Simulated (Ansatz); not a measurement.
The system is Sr2SO.

```
Sr S O
1.0
     4.04324    0.00000    0.00000
     0.00000    4.04324    0.00000
     0.00000    0.00000    5.71800
Sr S O
2 1 1
Direct
  0.50000 0.50000 0.50000
  0.00000 0.00000 0.00000
  0.00000 0.00000 0.50000
  0.50000 0.50000 0.00000
```

The cell comes from a database or a generator and needn't be the stable form of this composition.

Program: Ansatz 0.2.0. Alike in all runs: task projected density of states; potentials or basis Ansatz PAW; no spin polarisation; cell as given; k mesh 4 × 4 × 3; smearing fermi-dirac 0.05 eV. Hardware: 2 threads of Arm Neoverse V1, on a shared host.

**Question.** Order these runs on this cell by their wall time, lowest first.
A. level HSE06; cutoff (eV) 420
B. level RPBE; cutoff (eV) 420
C. level r2SCAN; cutoff (eV) 500

**Answer.** B (3 s), C (7.1 s), A (25 s).

Caveats: odd divisions of the mesh miss points on the zone boundary, where band edges often lie, so the gap on the mesh can be too wide; the density of states is complete only up to the lowest level of the last band computed.

Runs at the PBE level aren't shown here.
